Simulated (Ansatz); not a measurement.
**C2H4BCl (SMILES C=CBCl): HF/def2-SVPD**

What is the vertical electron affinity of C2H4BCl at HF/def2-SVPD? 

The calculation is run with Ansatz 0.2.0.

39 further runs of the same task are left out: 39 set aside as unsound or not needed.

## Step 1: The system as given

C2H4BCl: 8 atoms, total charge 0, spin state singlet. SMILES: `C=CBCl`. Geometry: relaxed at PBE0-D4/def2-TZVP. This is one conformer, not always the lowest.

Bond lengths: C1–C2 1.337 Å, C2–B3 1.531 Å, B3–Cl4 1.750 Å, C1–H5 1.086 Å, C1–H6 1.086 Å, C2–H7 1.088 Å, B3–H8 1.194 Å. Angles: C1–C2–B3 119.9°, C2–B3–Cl4 121.0°, C1–C2–H7 118.9°, B3–C2–H7 121.2°, C2–C1–H5 120.8°, C2–C1–H6 122.7°, C2–B3–H8 121.9°, Cl4–B3–H8 117.1°, H5–C1–H6 116.4°.

## Step 2: A single-point energy at HF/def2-SVPD

Input file input.yaml:

```yaml
basis:
  gaussian:
    orbitals: def2-SVPD
crystal:
  periodic: [false, false, false]
  atoms:
    - symbol: C
      position_ang: [0.357400, 1.219900, -0.260000]
    - symbol: C
      position_ang: [0.353800, 0.057700, 0.401100]
    - symbol: B
      position_ang: [-0.528600, -1.094400, -0.086400]
    - symbol: Cl
      position_ang: [-0.555100, -2.627600, 0.756600]
    - symbol: H
      position_ang: [-0.259700, 1.360400, -1.142800]
    - symbol: H
      position_ang: [0.965100, 2.067000, 0.044900]
    - symbol: H
      position_ang: [0.984000, -0.048700, 1.281300]
    - symbol: H
      position_ang: [-1.225000, -0.991500, -1.050400]
hamiltonian:
  xc: hf
accuracy: high
output:
  orbitals: {seedname: orbitals}
```

Started as:

```bash
$ ansatz run input.yaml --threads 1 --pin off --max-ram 3480MiB --events-out events.jsonl --progress --plain --runs-dir runs
```

Standard output:

```text
Warning: RAYON_NUM_THREADS=1 ignored (pool sized by the plan → 1); use --threads N
Functional definition: HF
  name "HF"
  exchange = exact_x
  correlation = 0
2385 factors; integrals over basis functions are off by at most 3.7e-9 eV
mean field evaluation 1: about -15292.5772 eV, gradient 2.3e1 eV
mean field evaluation 2: about -15292.6498 eV, gradient 2.3e1 eV
mean field evaluation 4: about -15294.3874 eV, gradient 2.5e0 eV
mean field evaluation 8: about -15294.4120 eV, gradient 1.3e-1 eV
mean field evaluation 16: about -15294.4121 eV, gradient 7.6e-9 eV
mean field -15294.41212077 eV, -562.0592785133 hartree, gradient 7.6e-9 eV, S^2 0.000000; 0 other end points of the search recorded, 0 dependent functions left out
reference -15294.41212077 eV, -562.0592785133 hartree; 19, 19 occupied and 100, 100 virtual orbitals, 2385 factors
Total energy: -15294.41212077 eV, -562.0592785133 hartree
```

Wall time 5.7 s (1 thread of Arm Neoverse V1, shared host); peak memory 0.37 GiB.

## Step 3: The doublet anion at the same level

Input file run.yaml:

```yaml
basis:
  gaussian:
    orbitals: def2-SVPD
crystal:
  periodic: [false, false, false]
  atoms:
    - {symbol: C, position_ang: [0.357400, 1.219900, -0.260000]}
    - {symbol: C, position_ang: [0.353800, 0.057700, 0.401100]}
    - {symbol: B, position_ang: [-0.528600, -1.094400, -0.086400]}
    - {symbol: Cl, position_ang: [-0.555100, -2.627600, 0.756600]}
    - {symbol: H, position_ang: [-0.259700, 1.360400, -1.142800]}
    - {symbol: H, position_ang: [0.965100, 2.067000, 0.044900]}
    - {symbol: H, position_ang: [0.984000, -0.048700, 1.281300]}
    - {symbol: H, position_ang: [-1.225000, -0.991500, -1.050400]}
output:
  orbitals: {seedname: orbitals}
accuracy: high
hamiltonian:
  xc: hf
total_charge: -1
magnetization:
  spin_polarized: true
  initial_magnetization: 1
```

Started as:

```bash
$ ansatz run run.yaml --threads 1 --pin off --max-ram 3480MiB --events-out events.jsonl --progress --plain --runs-dir runs
```

Standard output:

```text
Warning: RAYON_NUM_THREADS=1 ignored (pool sized by the plan → 1); use --threads N
Functional definition: HF
  name "HF"
  exchange = exact_x
  correlation = 0
2385 factors; integrals over basis functions are off by at most 3.7e-9 eV
mean field evaluation 1: about -15291.5772 eV, gradient 1.6e1 eV
mean field evaluation 2: about -15291.6477 eV, gradient 1.6e1 eV
mean field evaluation 4: about -15293.6171 eV, gradient 2.6e0 eV
mean field evaluation 8: about -15293.7958 eV, gradient 4.2e-1 eV
mean field evaluation 16: about -15293.8056 eV, gradient 2.9e-7 eV
mean field -15293.80562380 eV, -562.0369901610 hartree, gradient 1.2e-8 eV, S^2 0.855615; 0 other end points of the search recorded, 0 dependent functions left out
reference -15293.80562380 eV, -562.0369901610 hartree; 20, 19 occupied and 99, 100 virtual orbitals, 2385 factors
Total energy: -15293.80562380 eV, -562.0369901610 hartree
```

It took 9 s on 1 thread of Arm Neoverse V1, shared host; peak memory 0.44 GiB.

## Step 4: Results

At HF/def2-SVPD:

| quantity | value |
| --- | --- |
| singlet C2H4BCl: total energy | -562.05928 Eh |
| singlet C2H4BCl: HOMO energy | -10.88 eV |
| singlet C2H4BCl: LUMO energy | 1.63 eV |
| singlet C2H4BCl: HOMO–LUMO gap | 12.51 eV |
| doublet anion: total energy | -562.03699 Eh |
| doublet anion: HOMO energy (highest over α and β) | -0.43 eV |
| doublet anion: LUMO energy (lowest over α and β) | 5.81 eV |
| doublet anion: ⟨S²⟩ | 0.856 |
| vertical electron affinity (to the doublet anion) | -0.606 eV |

What this shows: The anion lies 0.61 eV (58.5 kJ/mol) above the neutral: the electron isn't bound at this level, and such a value depends on the basis. Hartree–Fock misses the correlation that binds many anions. ⟨S²⟩ (doublet anion) is 0.86 where a pure doublet has 0.75: the reference is spin-contaminated.
